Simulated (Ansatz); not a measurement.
# Ga2AsN: the cost of one run

Program: Ansatz 0.2.0. Level of theory: reference: DFT, PBE, plane waves, PAW. These are calculated values, not measurements.

2 further runs of the same task are left out: 1 for a known fault of the program, 1 that didn't finish.

### Step 1. The structure to begin with

Symmetry: R-3m, No. 166, trigonal system. Conventional cell: a = 3.293 Å, b = 3.293 Å, c = 17.863 Å, α = 90.00°, β = 90.00°, γ = 120.00°. Around N (site symmetry -3m) lie 6 Ga at 2.24 Å. Around As (site symmetry -3m) lie 6 Ga at 2.62 Å. Ga (site symmetry 3m) is surrounded by 3 N at 2.24 Å and 3 As at 2.62 Å.

As a file:

```cif
data_structure
_symmetry_space_group_name_H-M 'P 1'
_symmetry_Int_Tables_number 1
_cell_length_a 6.2504
_cell_length_b 6.2504
_cell_length_c 6.2504
_cell_angle_alpha 30.547
_cell_angle_beta 30.547
_cell_angle_gamma 30.547
_cell_volume 55.92
loop_
_atom_site_label
_atom_site_type_symbol
_atom_site_fract_x
_atom_site_fract_y
_atom_site_fract_z
_atom_site_occupancy
N1 N 0.00000 0.00000 0.00000 1
As1 As 0.50000 0.50000 0.50000 1
Ga1 Ga 0.26732 0.26732 0.26732 1
Ga2 Ga 0.73268 0.73268 0.73268 1
```

### Step 2. Reference

input.yaml

```yaml
crystal:
  lattice:
    - [1.6465440788, 0.9506326671, 5.9542264271]
    - [-1.6465440788, 0.9506326671, 5.9542264271]
    - [0.0, -1.9012653343, 5.9542264271]
  atoms:
    - { symbol: "N", position: [1.0, 0.0, 0.0] }
    - { symbol: As, position: [0.5, 0.5, 0.5] }
    - { symbol: Ga, position: [0.2673231063, 0.2673231063, 0.2673231063] }
    - { symbol: Ga, position: [0.7326768937, 0.7326768937, 0.7326768937] }
kpoints:
  mp_grid: { grid: [6, 6, 6] }
hamiltonian:
  xc: pbe
scf:
  occupations: { method: fermi_dirac, width: 0.02 }
  n_extra_bands: 5
output:
  forces: true
  stress: true
  eigenvalues: true
  write_density: true
  write_potential: true
  elf: true
  volumetric_format: npy
```

Launch:

```console
> ansatz run input.yaml --threads 4 --pin off --max-ram 3686MiB --backend cpu --events-out ev --progress --plain --runs-dir out
```

What time and memory should one allow on 4 threads of an Arm CPU, shared host?

About 1.1 s, with a peak of 0.38 GiB.
